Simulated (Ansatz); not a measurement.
# CdSeS3: the cost of one run

Computed with Ansatz 0.2.0 (DFT PBE, scalar-relativistic, plane waves, PAW, unless a step's input says otherwise).

## Step 1: The system as given

The structure is cubic, space group Pm-3m (No. 221). Conventional cell: a = 4.808 Å, b = 4.808 Å, c = 4.808 Å, α = 90.00°, β = 90.00°, γ = 90.00°. Cd (site symmetry m-3m) is surrounded by 12 S at 3.40 Å. Se (site symmetry m-3m) is surrounded by 6 S at 2.40 Å. S (site symmetry 4/mmm) has 2 Se at 2.40 Å and 4 Cd at 3.40 Å and 8 S at 3.40 Å as nearest neighbours.

As a file:

```cif
data_structure
_symmetry_space_group_name_H-M 'Pm-3m'
_symmetry_Int_Tables_number 221
_cell_length_a 4.8075
_cell_length_b 4.8075
_cell_length_c 4.8075
_cell_angle_alpha 90.000
_cell_angle_beta 90.000
_cell_angle_gamma 90.000
_cell_volume 111.11
loop_
_atom_site_label
_atom_site_type_symbol
_atom_site_symmetry_multiplicity
_atom_site_Wyckoff_symbol
_atom_site_fract_x
_atom_site_fract_y
_atom_site_fract_z
_atom_site_occupancy
Cd1 Cd 1 a 0.00000 0.00000 0.00000 1
Se1 Se 1 b 0.50000 0.50000 0.50000 1
S1 S 3 c 0.50000 0.50000 0.00000 1
```

The cell was relaxed beforehand at this level, from a database cell with other species swapped in; it is a trial structure. At a tolerance of 0.05 Å it has space group Pm-3m (No. 221); it has 22.22 Å³/atom, an uncorrected energy of +0.48 eV/atom over the elements.

## Step 2: Static run: bands, density of states and charges

Contents of input.yaml:

```yaml
crystal:
  lattice:
    - [4.8075003668, 0.0, 0.0]
    - [0.0, 4.8075003668, 0.0]
    - [0.0, 0.0, 4.8075003668]
  atoms:
    - { symbol: Cd, position: [0.0, 0.0, 0.0] }
    - { symbol: Se, position: [0.5, 0.5, 0.5] }
    - { symbol: S, position: [0.5, 0.5, 0.0] }
    - { symbol: S, position: [0.0, 0.5, 0.5] }
    - { symbol: S, position: [0.5, 0.0, 0.5] }
basis:
  ecutwfc: 420
kpoints:
  mp_grid: { grid: [8, 8, 8] }
  band_path:
    path:
      - [[0.0, 0.0, 0.0], [0.0, 0.5, 0.0], [0.5, 0.5, 0.0], [0.0, 0.0, 0.0], [0.5, 0.5, 0.5], [0.0, 0.5, 0.0]]
      - [[0.5, 0.5, 0.5], [0.5, 0.5, 0.0]]
    npoints: 14
hamiltonian:
  xc: pbe
scf:
  occupations: { method: gaussian, width: 0.1 }
  n_extra_bands: 12
output:
  forces: true
  stress: true
  eigenvalues: true
  populations: true
  dos: { projected: true, de: 0.02, nscf_kmesh: { grid: [10, 10, 10] } }
  bader: true
  write_density: true
  write_potential: true
  elf: true
  volumetric_format: npy
```

Command:

```sh
> ansatz run input.yaml --threads 1 --pin off --max-ram 2560MiB --backend cpu --events-out ev --progress --plain --runs-dir out
```

**Question.** How long does this run take on 1 thread of Arm Neoverse V2, shared host, and how much memory does it need?

About 48 s, with a peak of 0.49 GiB.
